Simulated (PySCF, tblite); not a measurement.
# C₆H₇FSi: geometry, infrared bands and NMR shifts

What infrared bands and NMR shifts should C₆H₇FSi (`FC=C1C=C[SiH2]C=C1`) show?

Programs: tblite 0.8.0 and PySCF 2.14.0, with density-fitted response routines of our own. Each step states its level of theory. These are calculated values for one molecule in the gas phase, unless marked as measured. Atoms count from 0, in the outputs and in this text.

### 1 Starting geometry

15 atoms, charge 0, multiplicity 1; geometry from: force field or distance geometry start.

Bonds of the start (Å): F0–C1 1.35, C1–C2 1.33, C2–C3 1.47, C3–C4 1.34, C4–Si5 1.86, Si5–C6 1.85, C6–C7 1.35, C7–C2 1.48, C1–H8 1.10, C3–H9 1.10, C4–H10 1.08, Si5–H11 1.48, Si5–H12 1.49, C6–H13 1.08, C7–H14 1.09.

### 2 Optimising the geometry with GFN2-xTB

The job: settings as JSON, then the geometry in Å.

```
{"job": {"kind": "relax", "xc": "GFN2-xTB", "basis": "xTB"}, "charge": 0, "multiplicity": 1}
F      3.261000     0.825600     0.243900
C      2.389000    -0.189600     0.419400
C      1.086000    -0.095300     0.196800
C      0.240100    -1.271700     0.423800
C     -1.090700    -1.321400     0.246300
Si    -2.066600     0.133200    -0.365100
C     -0.752400     1.425000    -0.563200
C      0.550300     1.197200    -0.283100
H      2.927500    -1.071200     0.783200
H      0.735200    -2.180200     0.793100
H     -1.664800    -2.220600     0.427600
H     -2.713700    -0.170900    -1.659500
H     -3.072200     0.549100     0.655300
H     -1.088000     2.387000    -0.914200
H      1.254700     2.011700    -0.426300
```

Run with:

```sh
$ OMP_NUM_THREADS=1 python probes_run.py task.json out
```

One launch serves the whole session: the jobs run in the order shown.

**Question.** This job is followed by: GFN2-xTB harmonic vibrations, gas phase; GIAO PBE0/pcSseg-1 NMR shielding, non-relativistic, gas phase. What will the session give for the following? strongest single infrared mode (GFN2-xTB); zero-point energy (GFN2-xTB); 13C shifts against TMS (PBE0/pcSseg-1); 1H shifts against TMS (PBE0/pcSseg-1, means over atoms taken as alike); 19F shifts against CFCl3 (PBE0/pcSseg-1); 29Si shifts against TMS (PBE0/pcSseg-1); surface potential, 1st and 99th percentile.

The runs gave:

| quantity | value |
| --- | --- |
| strongest single infrared mode (GFN2-xTB) | 2192 cm⁻¹, 450 km/mol |
| zero-point energy (GFN2-xTB) | 65.6 kcal/mol |
| 13C shifts against TMS (PBE0/pcSseg-1) | 168.1, 147.2, 144.0, 129.1, 127.9, 126.8 ppm |
| 1H shifts against TMS (PBE0/pcSseg-1, means over atoms taken as alike) | 7.89, 7.02, 7.02, 6.45, 6.29, 4.85 ppm |
| 19F shifts against CFCl3 (PBE0/pcSseg-1) | -115.7 ppm |
| 29Si shifts against TMS (PBE0/pcSseg-1) | -74.2 ppm |
| surface potential, 1st and 99th percentile | -0.57 V and 1.37 V |

What this shows: Over 22 steps the energy fell by 0.114 eV; of the close pairs, C2–C7 changed most, 1.479 to 1.455 Å. No mode is imaginary among the 39: a minimum at this level. The strongest single mode, at 2192 cm⁻¹, moves mainly H12 and H11. Unscaled tight-binding wavenumbers are off by several per cent, some by more. Its intensities can rank the bands wrongly. At PBE0/pcSseg-1: Shielding is most anisotropic at C7 (span 253 ppm, paramagnetic term -207 ppm). At PBE0/pcSseg-1, counted by nearest atom on the grid, the HOMO lies on C1 23 %; C2, C4, C6 about 14 % each, the LUMO on C1 27 %; C2, C6 about 11 % each.
